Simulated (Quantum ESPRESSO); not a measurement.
# Co2Ge (P6_3/mmc) in Quantum ESPRESSO: band structure with PBEsol

Aim: the band structure of Co2Ge with PBEsol.

Everything below comes from runs of Quantum ESPRESSO 7.5. Logs are shortened: lines on timing, memory, paths and dates and some standing lists are left out, and cuts for length are marked.

### Step 1. Starting point

The structure is hexagonal, space group P6_3/mmc (No. 194). The conventional cell has a = 4.005 Å, b = 4.005 Å, c = 5.015 Å, α = 90.00°, β = 90.00°, γ = 120.00°. Around Ge (site symmetry -6m2) lie 11 Co at 2.31 to 2.63 Å. Co (site symmetry -6m2) is surrounded by 5 Ge at 2.31 to 2.51 Å and 6 Co at 2.63 Å. Co (site symmetry -3m) is surrounded by 8 Co at 2.51 to 2.63 Å and 6 Ge at 2.63 Å.

The cell is a database's computed one.

### Step 2. Band structure, PBEsol, collinear spin, ferromagnetic start

pw.in

```
&CONTROL
  calculation = 'scf'
  prefix = 'pwscf'
  outdir = './tmp'
  pseudo_dir = './pseudo'
  tprnfor = .true.
  tstress = .true.
  disk_io = 'low'
/
&SYSTEM
  ibrav = 0
  celldm(1) = 8
  nat = 6
  ntyp = 2
  ecutwfc = 56
  ecutrho = 448
  nbnd = 65
  occupations = 'smearing'
  smearing = 'fd'
  degauss = 0.00367493
  nspin = 2
  starting_magnetization(1) = 0
  starting_magnetization(2) = 0.1176
/
&ELECTRONS
  conv_thr = 1.2d-09
  electron_maxstep = 120
  mixing_beta = 0.3
/
ATOMIC_SPECIES
Ge    72.6300 ge_pbesol_v1.4.uspp.F.UPF
Co    58.9332 co_pbesol_v1.2.uspp.F.UPF
CELL_PARAMETERS alat
  0.9461102580989   0.0000000000000   0.0000000000000
 -0.4730551290613   0.8193555183010   0.0000000000000
  0.0000000000000   0.0000000000000   1.1846336389473
ATOMIC_POSITIONS crystal
Ge     0.6666666667    0.3333333333    0.7500000000
Ge     0.3333333333    0.6666666667    0.2500000000
Co     0.3333333333    0.6666666667    0.7500000000
Co     0.0000000000    0.0000000000    0.0000000000
Co     0.0000000000    0.0000000000    0.5000000000
Co     0.6666666667    0.3333333333    0.2500000000
K_POINTS automatic
8 8 6 0 0 0
```

bands.in

```
&CONTROL
  calculation = 'bands'
  prefix = 'pwscf'
  outdir = './tmp'
  pseudo_dir = './pseudo'
  disk_io = 'low'
  verbosity = 'high'
/
&SYSTEM
  ibrav = 0
  celldm(1) = 8
  nat = 6
  ntyp = 2
  ecutwfc = 56
  ecutrho = 448
  nbnd = 65
  occupations = 'smearing'
  smearing = 'fd'
  degauss = 0.00367493
  nspin = 2
  starting_magnetization(1) = 0
  starting_magnetization(2) = 0.1176
/
&ELECTRONS
  conv_thr = 1d-08
  electron_maxstep = 120
  mixing_beta = 0.3
  diago_full_acc = .true.
  startingwfc = 'random'
/
ATOMIC_SPECIES
Ge    72.6300 ge_pbesol_v1.4.uspp.F.UPF
Co    58.9332 co_pbesol_v1.2.uspp.F.UPF
CELL_PARAMETERS alat
  0.9461102580989   0.0000000000000   0.0000000000000
 -0.4730551290613   0.8193555183010   0.0000000000000
  0.0000000000000   0.0000000000000   1.1846336389473
ATOMIC_POSITIONS crystal
Ge     0.6666666667    0.3333333333    0.7500000000
Ge     0.3333333333    0.6666666667    0.2500000000
Co     0.3333333333    0.6666666667    0.7500000000
Co     0.0000000000    0.0000000000    0.0000000000
Co     0.0000000000    0.0000000000    0.5000000000
Co     0.6666666667    0.3333333333    0.2500000000
K_POINTS crystal
60
 0.0000000000  0.0000000000  0.0000000000 1
 0.0714285714  0.0000000000  0.0000000000 1
 0.1428571429  0.0000000000  0.0000000000 1
 0.2142857143  0.0000000000  0.0000000000 1
 0.2857142857  0.0000000000  0.0000000000 1
 0.3571428571  0.0000000000  0.0000000000 1
 0.4285714286  0.0000000000  0.0000000000 1
 0.5000000000  0.0000000000  0.0000000000 1
 0.4583333333  0.0833333333  0.0000000000 1
 0.4166666667  0.1666666667  0.0000000000 1
 0.3750000000  0.2500000000  0.0000000000 1
 0.3333333333  0.3333333333  0.0000000000 1
 0.2916666667  0.2916666667  0.0000000000 1
 0.2500000000  0.2500000000  0.0000000000 1
 0.2083333333  0.2083333333  0.0000000000 1
 0.1666666667  0.1666666667  0.0000000000 1
 0.1250000000  0.1250000000  0.0000000000 1
 0.0833333333  0.0833333333  0.0000000000 1
 0.0416666667  0.0416666667  0.0000000000 1
 0.0000000000  0.0000000000  0.0000000000 1
 0.0000000000  0.0000000000  0.1000000000 1
 0.0000000000  0.0000000000  0.2000000000 1
 0.0000000000  0.0000000000  0.3000000000 1
 0.0000000000  0.0000000000  0.4000000000 1
 0.0000000000  0.0000000000  0.5000000000 1
 0.0625000000  0.0000000000  0.5000000000 1
 0.1250000000  0.0000000000  0.5000000000 1
 0.1875000000  0.0000000000  0.5000000000 1
 0.2500000000  0.0000000000  0.5000000000 1
 0.3125000000  0.0000000000  0.5000000000 1
 0.3750000000  0.0000000000  0.5000000000 1
 0.4375000000  0.0000000000  0.5000000000 1
 0.5000000000  0.0000000000  0.5000000000 1
 0.4583333333  0.0833333333  0.5000000000 1
 0.4166666667  0.1666666667  0.5000000000 1
 0.3750000000  0.2500000000  0.5000000000 1
 0.3333333333  0.3333333333  0.5000000000 1
 0.3000000000  0.3000000000  0.5000000000 1
 0.2666666667  0.2666666667  0.5000000000 1
 0.2333333333  0.2333333333  0.5000000000 1
 0.2000000000  0.2000000000  0.5000000000 1
 0.1666666667  0.1666666667  0.5000000000 1
 0.1333333333  0.1333333333  0.5000000000 1
 0.1000000000  0.1000000000  0.5000000000 1
 0.0666666667  0.0666666667  0.5000000000 1
 0.0333333333  0.0333333333  0.5000000000 1
 0.0000000000  0.0000000000  0.5000000000 1
 0.5000000000  0.0000000000  0.5000000000 1
 0.5000000000  0.0000000000  0.4166666667 1
 0.5000000000  0.0000000000  0.3333333333 1
 0.5000000000  0.0000000000  0.2500000000 1
 0.5000000000  0.0000000000  0.1666666667 1
 0.5000000000  0.0000000000  0.0833333333 1
 0.5000000000  0.0000000000  0.0000000000 1
 0.3333333333  0.3333333333  0.0000000000 1
 0.3333333333  0.3333333333  0.1000000000 1
 0.3333333333  0.3333333333  0.2000000000 1
 0.3333333333  0.3333333333  0.3000000000 1
 0.3333333333  0.3333333333  0.4000000000 1
 0.3333333333  0.3333333333  0.5000000000 1
```

Potentials or basis: GBRV 1.5 PBEsol.

Command:

```bash
$ OMP_NUM_THREADS=1 mpirun -n 2 pw.x -nk 2 -in pw.in > pw.out
$ OMP_NUM_THREADS=1 mpirun -n 2 pw.x -nk 2 -in bands.in > bands.out
```

pw.out:

```text
This program is part of the open-source Quantum ESPRESSO suite
     for quantum simulation of materials; please cite
         "P. Giannozzi et al., J. Phys.:Condens. Matter 21 395502 (2009);
         "P. Giannozzi et al., J. Phys.:Condens. Matter 29 465901 (2017);
         "P. Giannozzi et al., J. Chem. Phys. 152 154105 (2020);
     in publications or presentations arising from this work. More details at

     Message from routine setup:
     using ibrav=0 with symmetry is DISCOURAGED, use correct ibrav instead

     K-points division:     npool     =       2
     Subspace diagonalization in iterative solution of the eigenvalue problem:
     a serial algorithm will be used

     G-vector sticks info
     --------------------
     sticks:   dense  smooth     PW     G-vecs:    dense   smooth      PW
     Sum        1777     877    253                75339    26541    4225

     Using Slab Decomposition

     bravais-lattice index     =            0
     lattice parameter (alat)  =       8.0000  a.u.
     unit-cell volume          =     470.1843 (a.u.)^3
     number of atoms/cell      =            6
     number of atomic types    =            2
     number of electrons       =        96.00
     number of Kohn-Sham states=           65
     kinetic-energy cutoff     =      56.0000  Ry
     charge density cutoff     =     448.0000  Ry
     scf convergence threshold =      1.2E-09
     mixing beta               =       0.3000
     number of iterations used =            8  plain     mixing
     Exchange-correlation= SLA  PW   PSX  PSC
                           (   1   4  10   8   0   0   0)

     celldm(1)=   8.000000  celldm(2)=   0.000000  celldm(3)=   0.000000
     celldm(4)=   0.000000  celldm(5)=   0.000000  celldm(6)=   0.000000

     crystal axes: (cart. coord. in units of alat)
               a(1) = (   0.946110   0.000000   0.000000 )
               a(2) = (  -0.473055   0.819356   0.000000 )
               a(3) = (   0.000000   0.000000   1.184634 )

     reciprocal axes: (cart. coord. in units 2 pi/alat)
               b(1) = (  1.056959  0.610236 -0.000000 )
               b(2) = (  0.000000  1.220471  0.000000 )
               b(3) = (  0.000000 -0.000000  0.844143 )

     PseudoPot. # 1 for Ge read from file:
     ge_pbesol_v1.4.uspp.F.UPF
     Pseudo is Ultrasoft + core correction, Zval = 14.0
     Generated by new atomic code, or converted to UPF format
     Using radial grid of  873 points,  6 beta functions with:
                l(1) =   0
                l(2) =   0
                l(3) =   1
                l(4) =   1
                l(5) =   2
                l(6) =   2
     Q(r) pseudized with  8 coefficients,  rinner =    1.400   1.400   1.400
                                                       1.400   1.400

     PseudoPot. # 2 for Co read from file:
     co_pbesol_v1.2.uspp.F.UPF
     Pseudo is Ultrasoft + core correction, Zval = 17.0
     Generated by new atomic code, or converted to UPF format
     Using radial grid of  863 points,  6 beta functions with:
                l(1) =   0
                l(2) =   0
                l(3) =   1
                l(4) =   1
                l(5) =   2
                l(6) =   2
     Q(r) pseudized with  8 coefficients,  rinner =    1.200   1.200   1.200
                                                       1.200   1.200

     atomic species   valence    mass     pseudopotential
     Ge               14.00    72.63000     Ge( 1.00)
     Co               17.00    58.93320     Co( 1.00)

[... 295 lines left out ...]
     atom   5 (R=0.225)  charge= 15.1973  magn=  0.7320
     atom   6 (R=0.225)  charge= 15.3247  magn=  0.2762

     End of self-consistent calculation

 ------ SPIN UP ------------

          k = 0.0000 0.0000 0.0000 (  3317 PWs)   bands (ev):

   -77.2469 -77.2294 -76.8802 -76.8802 -40.8660 -40.7073 -40.6265 -40.6265
   -40.6023 -40.6023 -40.3671 -40.3584 -40.3364 -40.3364 -40.3256 -40.3256
    -6.8463  -6.8385  -6.8219  -6.8219  -6.7991  -6.7991  -6.7984  -6.7984
    -6.7882  -6.7882   4.9989   9.0110  11.6488  12.9754  12.9754  14.1973
    14.3299  14.3299  14.5344  14.5344  14.7498  14.7498  16.3222  16.3222
    16.4644  16.6743  16.6743  16.9044  16.9044  17.2863  17.4865  17.4865
    18.0959  20.2575  20.9138  20.9138  20.9738  21.1429  21.1429  22.3580
    22.5536  22.5536  26.6550  26.6550  27.4627  28.1104  28.1104  28.8499
    28.8499
[... 207 lines left out ...]
   -77.2422 -77.2337 -76.8805 -76.8803 -40.8292 -40.7474 -40.6235 -40.6190
   -40.6138 -40.6096 -40.3609 -40.3577 -40.3344 -40.3313 -40.3305 -40.3270
    -6.8371  -6.8356  -6.8171  -6.8104  -6.8085  -6.8028  -6.8027  -6.7982
    -6.7932  -6.7903   7.6838   8.2212  10.7051  11.5865  13.5234  14.1333
    14.1453  14.3119  14.6838  14.9101  15.3172  15.3767  15.4660  15.8019
    15.8563  16.1545  16.4204  16.4847  16.6429  16.6623  16.8125  16.8928
    17.2984  17.3471  18.2264  20.0894  20.3058  21.0341  22.4064  22.7796
    26.5706  27.0375  27.3990  28.6052  30.2286  30.5699  30.6341  30.7833
    30.8306

          k = 0.0000-0.6102-0.4221 (  3336 PWs)   bands (ev):

   -77.2379 -77.2379 -76.8804 -76.8804 -40.7885 -40.7885 -40.6166 -40.6166
   -40.6164 -40.6164 -40.3594 -40.3594 -40.3323 -40.3323 -40.3291 -40.3291
    -6.8354  -6.8354  -6.8092  -6.8092  -6.8079  -6.8079  -6.8018  -6.8018
    -6.7925  -6.7925   8.0659   8.0659  10.8594  10.8594  13.8910  13.8910
    14.1097  14.1097  15.0263  15.0263  15.1005  15.1005  15.6498  15.6498
    16.1007  16.1007  16.5020  16.5020  16.5537  16.5537  16.8548  16.8548
    17.2986  17.2986  19.0722  19.0722  20.7541  20.7541  24.3323  24.3323
    24.6812  24.6812  29.0589  29.0589  30.5539  30.5539  30.7426  30.7426
    31.4486
[... 231 lines left out ...]
   -77.2379 -77.2379 -76.8804 -76.8804 -40.7886 -40.7886 -40.6220 -40.6220
   -40.6112 -40.6112 -40.3593 -40.3593 -40.3328 -40.3328 -40.3285 -40.3285
    -6.8351  -6.8351  -6.8084  -6.8084  -6.8040  -6.8040  -6.8017  -6.8017
    -6.7979  -6.7979   8.2557   8.2557  11.3060  11.3060  12.6120  12.6120
    14.2258  14.2258  15.1459  15.1459  15.2148  15.2148  15.5713  15.5713
    16.0969  16.0969  16.5296  16.5296  16.6883  16.6883  16.8817  16.8817
    17.2479  17.2479  17.9921  17.9921  23.1036  23.1036  24.5356  24.5356
    25.4851  25.4851  27.0758  27.0758  28.0985  28.0985  28.4827  28.4827
    34.0097

 ------ SPIN DOWN ----------

          k = 0.0000 0.0000 0.0000 (  3317 PWs)   bands (ev):

   -76.5147 -76.5132 -76.2856 -76.2689 -40.0087 -40.0087 -40.0028 -40.0028
   -39.9807 -39.9754 -39.9048 -39.7352 -39.7109 -39.7109 -39.7027 -39.7027
    -6.8528  -6.8451  -6.8287  -6.8287  -6.8051  -6.8051  -6.8043  -6.8043
    -6.7949  -6.7949   4.9849   8.9965  11.7044  13.1895  13.1895  14.4582
    14.4582  14.6890  14.9395  14.9395  15.3247  15.3247  16.6496  16.6496
    16.8262  17.4053  17.4053  17.4084  17.4084  17.4775  18.1815  18.1815
    18.9051  20.3202  20.9284  21.2797  21.2797  21.2817  21.2817  22.5524
    22.5572  22.5572  26.7520  26.7520  27.5489  28.3091  28.3091  28.9786
    28.9786
[... 207 lines left out ...]
   -76.5136 -76.5135 -76.2820 -76.2733 -40.0150 -40.0115 -40.0063 -40.0038
   -39.9832 -39.9783 -39.8521 -39.7768 -39.7121 -39.7063 -39.7041 -39.7010
    -6.8437  -6.8422  -6.8239  -6.8171  -6.8146  -6.8091  -6.8087  -6.8048
    -6.7992  -6.7967   7.6637   8.2151  10.7441  11.6377  13.6823  14.2362
    14.4130  14.5049  15.0731  15.3823  15.6962  15.8648  16.1027  16.1494
    16.2856  16.4784  16.7916  17.1110  17.2072  17.2471  17.3947  17.4323
    17.8193  17.9030  18.7590  20.4516  20.5404  21.2697  22.6523  22.9270
    26.6733  27.0918  27.5022  28.7279  30.2621  30.6745  30.7102  30.8686
    30.8722

          k = 0.0000-0.6102-0.4221 (  3336 PWs)   bands (ev):

   -76.5135 -76.5135 -76.2776 -76.2776 -40.0100 -40.0100 -40.0077 -40.0077
   -39.9807 -39.9807 -39.8153 -39.8153 -39.7065 -39.7065 -39.7052 -39.7052
    -6.8419  -6.8419  -6.8157  -6.8157  -6.8142  -6.8142  -6.8082  -6.8082
    -6.7986  -6.7986   8.0511   8.0511  10.8959  10.8959  14.0708  14.0708
    14.2853  14.2853  15.4166  15.4166  15.5959  15.5959  16.2035  16.2035
    16.4386  16.4386  17.0407  17.0407  17.0926  17.0926  17.4374  17.4374
    17.8222  17.8222  19.5083  19.5083  20.9920  20.9920  24.4762  24.4762
    24.7825  24.7825  29.1376  29.1376  30.6906  30.6906  30.7992  30.7992
    31.5359
[... 231 lines left out ...]
   -76.5135 -76.5135 -76.2777 -76.2777 -40.0113 -40.0113 -40.0085 -40.0085
   -39.9792 -39.9792 -39.8148 -39.8148 -39.7113 -39.7113 -39.7005 -39.7005
    -6.8416  -6.8416  -6.8151  -6.8151  -6.8104  -6.8104  -6.8080  -6.8080
    -6.8040  -6.8040   8.2425   8.2425  11.3467  11.3467  12.6637  12.6637
    14.4899  14.4899  15.5519  15.5519  15.7195  15.7195  16.1081  16.1081
    16.4477  16.4477  17.0503  17.0503  17.2900  17.2900  17.4005  17.4005
    17.7215  17.7215  18.5812  18.5812  23.2545  23.2545  24.6131  24.6131
    25.6206  25.6206  27.1985  27.1985  28.2256  28.2256  28.5745  28.5745
    34.0420

     the Fermi energy is    17.5517 ev

!    total energy              =   -1619.52846652 Ry
     estimated scf accuracy    <          5.5E-10 Ry
     smearing contrib. (-TS)   =      -0.00498656 Ry
     internal energy E=F+TS    =   -1619.52347996 Ry

     The total energy is F=E-TS. E is the sum of the following terms:
     one-electron contribution =    -825.64359945 Ry
     hartree contribution      =     490.76280891 Ry
     xc contribution           =    -245.13307759 Ry
     ewald contribution        =   -1039.50961183 Ry

     total magnetization       =     1.89 Bohr mag/cell
     absolute magnetization    =     2.20 Bohr mag/cell

     convergence has been achieved in  22 iterations

     Forces acting on atoms (cartesian axes, Ry/au):

     atom    1 type  1   force =    -0.00000000   -0.00000000    0.00000000
     atom    2 type  1   force =     0.00000000    0.00000000   -0.00000000
     atom    3 type  2   force =     0.00000000    0.00000000   -0.00000000
     atom    4 type  2   force =    -0.00000000   -0.00000000    0.00000000
     atom    5 type  2   force =     0.00000000    0.00000000    0.00000000
     atom    6 type  2   force =     0.00000000    0.00000000    0.00000000

     Total force =     0.000000     Total SCF correction =     0.000000

     Computing stress (Cartesian axis) and pressure

          total   stress  (Ry/bohr**3)                   (kbar)     P=      -85.13
  -0.00058376  -0.00000000   0.00000000          -85.87       -0.00        0.00
  -0.00000000  -0.00058376   0.00000000           -0.00      -85.87        0.00
   0.00000000   0.00000000  -0.00056855            0.00        0.00      -83.64

=------------------------------------------------------------------------------=
   JOB DONE.
=------------------------------------------------------------------------------=
```

Run time: 8.3 min. Hardware: 2 MPI ranks of Arm Neoverse V2, shared host; peak memory 0.68 GiB.

What came out:

| Property | Result |
| --- | --- |
| Free energy | -22034.8073 eV |
| Pressure | -8.5 GPa |
| Band gap on the k mesh | none (metal or under the smearing width) |
| Net moment | 1.89 μB per cell |
| Absolute moment | 2.20 μB per cell |
| Site moments | Ge -0.02; Co +0.28, +0.73 μB |
| Valence electrons inside the program's atomic spheres | Ge 11.54; Co 15.32, 15.20 |

Levels at the corners of the path, in eV from the Fermi level:
Spin up:
| point | band 47 | band 48 | band 49 | band 50 | band 51 | band 52 | band 53 | band 54 |
| --- | --- | --- | --- | --- | --- | --- | --- | --- |
| Γ | -0.07 | -0.07 | 0.54 | 2.71 | 3.36 | 3.36 | 3.42 | 3.59 |
| M | -0.72 | -0.66 | -0.27 | -0.11 | -0.04 | 1.39 | 2.35 | 3.79 |
| K | -0.91 | -0.77 | -0.77 | -0.08 | 1.12 | 1.12 | 1.74 | 1.74 |
| Γ | -0.07 | -0.07 | 0.54 | 2.71 | 3.36 | 3.36 | 3.42 | 3.59 |
| A | -0.54 | -0.54 | 1.99 | 1.99 | 3.87 | 3.87 | 3.87 | 3.87 |
| L | -0.70 | -0.70 | -0.25 | -0.25 | 1.52 | 1.52 | 3.20 | 3.20 |
| H | -0.49 | -0.49 | -0.49 | -0.49 | 0.36 | 0.36 | 5.94 | 5.94 |
| A | -0.54 | -0.54 | 1.99 | 1.99 | 3.87 | 3.87 | 3.87 | 3.87 |
| L | -0.70 | -0.70 | -0.25 | -0.25 | 1.52 | 1.52 | 3.20 | 3.20 |
| M | -0.72 | -0.66 | -0.27 | -0.11 | -0.04 | 1.39 | 2.35 | 3.79 |
| K | -0.91 | -0.77 | -0.77 | -0.08 | 1.12 | 1.12 | 1.74 | 1.74 |
| H | -0.49 | -0.49 | -0.49 | -0.49 | 0.36 | 0.36 | 5.94 | 5.94 |
Spin down:
```csv
point,band 45,band 46,band 47,band 48,band 49,band 50,band 51,band 52
Γ,-0.14,-0.07,0.63,0.63,1.35,2.77,3.38,3.73
M,-0.30,-0.21,-0.11,-0.07,0.01,0.56,0.68,1.76
K,-0.64,-0.40,-0.40,-0.01,-0.01,0.67,1.52,1.52
Γ,-0.14,-0.07,0.63,0.63,1.35,2.77,3.38,3.73
A,-0.03,-0.03,-0.03,-0.03,2.09,2.09,4.10,4.10
L,-0.46,-0.46,-0.11,-0.11,0.27,0.27,1.96,1.96
H,-0.22,-0.22,-0.02,-0.02,-0.01,-0.01,0.96,0.96
A,-0.03,-0.03,-0.03,-0.03,2.09,2.09,4.10,4.10
L,-0.46,-0.46,-0.11,-0.11,0.27,0.27,1.96,1.96
M,-0.30,-0.21,-0.11,-0.07,0.01,0.56,0.68,1.76
K,-0.64,-0.40,-0.40,-0.01,-0.01,0.67,1.52,1.52
H,-0.22,-0.22,-0.02,-0.02,-0.01,-0.01,0.96,0.96
```
